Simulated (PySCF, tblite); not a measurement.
# H8N2O4S, a solvent cluster: NMR shifts, interaction energy and core binding energies

What NMR shifts, interaction energy and core binding energies should one expect for `O=S(=O)(O)O` with 2 × `N`?

Computed with tblite 0.8.0 and PySCF 2.14.0; each step states its level. No surroundings beyond the atoms listed, unless a continuum is named. Atoms count from 0, parts from 1.

## 1. Starting point

15 atoms, charge 0, multiplicity 1; geometry: rigid parts in contact. Parts: 1 = atoms 0–6, `O=S(=O)(O)O`, charge 0; 2 = atoms 7–10, `N`, charge 0; 3 = atoms 11–14, `N`, charge 0.

## 2. Search for minima with GFN2-xTB

What the job is given:

```
{"job": {"kind": "dock", "xc": "GFN2-xTB", "basis": "xTB"}, "charge": 0, "multiplicity": 1, "parts": [{"atoms": "0-6", "charge": 0, "multiplicity": 1}, {"atoms": "7-10", "charge": 0, "multiplicity": 1}, {"atoms": "11-14", "charge": 0, "multiplicity": 1}]}
O      1.305847    -0.243260    -0.638847
S      0.000771     0.402851    -0.031030
O     -0.615208     1.200944    -1.026049
O      0.362587     0.962567     1.228949
O     -0.862804    -0.885330     0.239343
H      1.830229    -0.549702     0.099560
H     -1.836982    -0.851399     0.026792
N     -3.493987    -1.336000     0.076238
H     -3.497413    -2.341005    -0.053706
H     -3.828752    -1.169730     1.017325
H     -4.174798    -0.935954    -0.559551
N      1.193805    -3.075428     0.583789
H      0.399340    -2.575368     0.200473
H      0.840083    -3.693747     1.303499
H      1.776303    -2.396702     1.059491
```

Level: GFN2-xTB search for minima from random contacts, gas phase.

The run is started by

```bash
> OMP_NUM_THREADS=1 python cluster_run.py task.json out
```

This one command runs all jobs of the session in turn.

**Question.** The jobs that follow are: PBE0-D3(BJ)/def2-SVPD geometry optimisation, gas phase; GIAO PBE0/pcSseg-1 NMR shielding, non-relativistic, gas phase; wB97M-D3(BJ)/def2-SVPD interaction energy, counterpoise and uncorrected, gas phase; PBE0-D3(BJ)/def2-SVPD interaction energy, counterpoise and uncorrected, gas phase; delta-SCF UKS SCAN, pcX-2 on the ionised atom, pcseg-1 elsewhere, spin-free X2C. Predict: binding energy (GFN2-xTB); rotational constants (main isotopes); shieldings of H (PBE0/pcSseg-1); largest proton shift on binding; interaction energy, counterpoise (wB97M-D3(BJ)/def2-SVPD); superposition error; binding energy (with deformation); O1s binding energies, SCAN/pcX-2 (standing for 2 of 4 atoms); N1s binding energies, SCAN/pcX-2 (standing for 1 of 2 atoms).

**Answer**, as computed:

```
                                                    quantity                                                                                    value
                                   binding energy (GFN2-xTB)                                                                          -27.21 kcal/mol
                        rotational constants (main isotopes)                                                                     3.61, 1.14, 1.06 GHz
                             shieldings of H (PBE0/pcSseg-1)  H5 15.7, H6 15.8, H14 28.8, H10 28.8, H13 30.4, H8 30.4, H12 30.4, H9 30.5 ppm and more
                             largest proton shift on binding                                                                           H5, +10.58 ppm
   interaction energy, counterpoise (wB97M-D3(BJ)/def2-SVPD)                                                                          -37.77 kcal/mol
                                         superposition error                                                                            3.24 kcal/mol
                           binding energy (with deformation)                                                                          -31.19 kcal/mol
O1s binding energies, SCAN/pcX-2 (standing for 2 of 4 atoms)                                                                  O4 538.32, O0 538.32 eV
N1s binding energies, SCAN/pcX-2 (standing for 1 of 2 atoms)                                                                            N11 406.47 eV
 range of the interaction energy over the runs of this table                                                                -40.79 to -37.77 kcal/mol
```

In words: In the structure that the search hands on, at its xTB geometry, the leading contact, judged by the atoms' radii, is H6···N7 (hydrogen bond, 1.61 Å). Further contacts there: H5···N11 (hydrogen bond, 1.61 Å), H10···O2 (hydrogen bond, 1.99 Å). A later relaxation moves these distances. Over 21 steps the energy fell by 0.294 eV; of the close pairs, O0–H5 changed most, 0.977 to 1.041 Å. No frequency check was run at this level, so the end point may be a saddle. At PBE0/pcSseg-1: Shielding is most anisotropic at S1 (span 243 ppm, paramagnetic term -887 ppm). On binding (GIAO PBE0/pcSseg-1 NMR shielding, non-relativistic, gas phase), H5 moves most among the protons, 10.58 ppm downfield. The attractive terms split as electrostatic 56 %, orbital 40 %, dispersion 4 %, against 75.43 kcal/mol of Pauli repulsion. Pairs sum to -38.62 kcal/mol; the many-body rest, +0.84, is anticooperative. The O1s levels computed lie within 0.00 eV of one another, too close to rank. Only 2 of the 4 O atoms are covered by sound results. Binding moves the O1s level of O4 by -2.49 eV. The interaction energy runs from -40.79 (PBE0-D3(BJ)/def2-SVPD) to -37.77 kcal/mol (wB97M-D3(BJ)/def2-SVPD).
